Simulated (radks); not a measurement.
# Kr in [Ar] 3d10 4s2 4p5.75 5p0.25: an all-electron calculation

One table from this session's results is given with a row withheld; the runs are named, their logs left out.

The numbers are computed with radks (a radial shooting solver on a logarithmic mesh, Libxc functionals) version 1 (scalar-relativistic Kohn-Sham, revPBE, spin-unpolarised, spherical densities, point nucleus), except any that are marked as measured or tabulated.

### What is computed

| Item | Value |
| --- | --- |
| element | krypton (Z = 36) |
| charge | 0 |
| electrons | 36 |
| configuration | [Ar] 3d10 4s2 4p5.75 5p0.25 |

Set-up of the first run:

The run's settings:

```text
Z 36
configuration [Ar] 3d10 4s2 4p5.75 5p0.25
relativity scalar-relativistic
functional pbe_r,pbe
spin unpolarised
nucleus point
c 137.035999084
```

One of the session's tables, all rows but one given; the rest of the session is left out.

It belongs to the step «Radial structure». Sizes of the orbitals, from the radial functions (bohr):

| level | <r> | outermost maximum (interpolated) | 90 % within | nodes |
| --- | --- | --- | --- | --- |
| 1s | ? | ? | ? | ? |
| 2s | 0.1835 | 0.154 | 0.284 | 1 |
| 2p | 0.1601 | 0.123 | 0.261 | 0 |
| 3s | 0.5302 | 0.467 | 0.788 | 2 |
| 3p | 0.5405 | 0.463 | 0.824 | 1 |
| 3d | 0.5556 | 0.411 | 0.910 | 0 |
| 4s | 1.565 | 1.34 | 2.32 | 3 |
| 4p | 1.913 | 1.55 | 2.94 | 2 |
| 5p | 11.55 | 10.3 | 17.5 | 3 |

**Question.** Estimate the row for 1s.

As computed: <r>: 0.04148; outermost maximum (interpolated): 0.0271; 90 % within: 0.0742; nodes: 0. In the column «<r>» it is the lowest.
